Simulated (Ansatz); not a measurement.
# CH4SSn: up Jacob's ladder to CCSD(T)

One table from this session's results is given with a row withheld; the runs are named, their logs left out.

Computed with Ansatz 0.2.0, Gaussian basis. Level: functionals in def2-TZVPP, the program's frozen cores in correlated methods.

Plan: LDA (SPW92), PBE-D4, revPBE-D4, BLYP-D4, r2SCAN-D4, B97M-V, PBE0-D4, B3LYP-D4, r2SCANh-D4, r2SCAN0-D4, HSE06-D4, BHLYP-D4, CAM-B3LYP-D4, LC-ωPBE, ωB97X-V, ωB97M-V, B2PLYP, PBE-QIDH; CCSD(T)/def2-SVP; CCSD(T)/def2-TZVPP; MP2/def2-QZVPP; extrapolation to the limit; RPA on PBE.

## The geometry

All runs share one geometry, relaxed beforehand with PBE0-D4 in a triple-zeta def2 set. Sn takes the def2 core potential; no spin-orbit term is included.

SMILES `[CH2]1[S][SnH2]1`, 7 atoms, charge 0, spin multiplicity 1.

Atoms are counted from 1 here; the program's logs count them from 0.

Bond lengths: C1–S2 1.841 Å, C1–Sn3 2.114 Å, C1–H4 1.085 Å, C1–H5 1.085 Å, S2–Sn3 2.379 Å, Sn3–H6 1.692 Å, Sn3–H7 1.692 Å. Angles: S2–C1–Sn3 73.6°, S2–C1–H4 114.4°, S2–C1–H5 114.4°, Sn3–C1–H4 117.5°, Sn3–C1–H5 117.5°, H4–C1–H5 113.6°, C1–S2–Sn3 58.5°, C1–Sn3–S2 47.9°, C1–Sn3–H6 120.4°, C1–Sn3–H7 120.4°, S2–Sn3–H6 115.6°, S2–Sn3–H7 115.5°, H6–Sn3–H7 117.2°.

The first run:

in.yaml reads:

```yaml
crystal:
  periodic: [false, false, false]
  atoms:
    - {symbol: C, position_ang: [-0.639896, -0.336925, -0.814431]}
    - {symbol: S, position_ang: [-0.270446, -1.705678, 0.360516]}
    - {symbol: Sn, position_ang: [0.621040, 0.477774, 0.673823]}
    - {symbol: H, position_ang: [-1.677719, -0.019132, -0.820666]}
    - {symbol: H, position_ang: [-0.221187, -0.472295, -1.806616]}
    - {symbol: H, position_ang: [-0.033292, 1.354906, 1.964080]}
    - {symbol: H, position_ang: [2.282899, 0.633250, 0.397593]}
basis:
  gaussian: {orbitals: def2-TZVPP}
hamiltonian: {xc: lda}
output: {orbitals: {seedname: orbitals}}
```

Run with:

```console
$ ansatz run in.yaml --threads 2 --pin off --events-out ev --progress --plain --max-ram 4352MiB
```

Steps of the session up to this table: LDA; PBE-D4 (GGA); revPBE-D4 (GGA); BLYP-D4 (GGA); r2SCAN-D4 (meta-GGA); B97M-V (meta-GGA); B3LYP-D4 (hybrid); r2SCANh-D4 (hybrid); r2SCAN0-D4 (hybrid); HSE06-D4 (hybrid); BHLYP-D4 (hybrid); CAM-B3LYP-D4 (range-separated); LC-ωPBE (range-separated); ωB97X-V (range-separated); ωB97M-V (range-separated); B2PLYP (double hybrid); PBE-QIDH (double hybrid).

One table of the session follows, with a row left open; its other results are not shown here.

It belongs to the step «Orbital energies across the functionals». 

```
  functional  HOMO (eV)  gap (eV)
 LDA (SPW92)      -5.52      3.59
      PBE-D4      -5.42      3.68
   revPBE-D4      -5.37      3.72
     BLYP-D4      -5.26      3.60
   r2SCAN-D4          ?         ?
      B97M-V      -5.73      4.08
     PBE0-D4      -6.61      5.58
    B3LYP-D4      -6.37      5.12
  r2SCANh-D4      -6.10      4.82
  r2SCAN0-D4      -6.77      5.86
    HSE06-D4      -6.21      4.82
    BHLYP-D4      -7.65      7.33
CAM-B3LYP-D4      -7.90      7.74
     LC-ωPBE      -9.27     10.14
     ωB97X-V      -8.93      9.70
     ωB97M-V      -8.79      9.33
```

Q: Estimate the row for r2SCAN-D4 from the others.

Worked estimate for «HOMO (eV)». Against the share of exact exchange, r2SCANh-D4 (0.1, -6.10), r2SCAN0-D4 (0.25, -6.77) give a slope of -4.47 per unit share; at 0 the line stands at -5.65.

The run gave: HOMO (eV): -5.66; gap (eV): 4.12. In «HOMO (eV)» the line misses by +0.01.
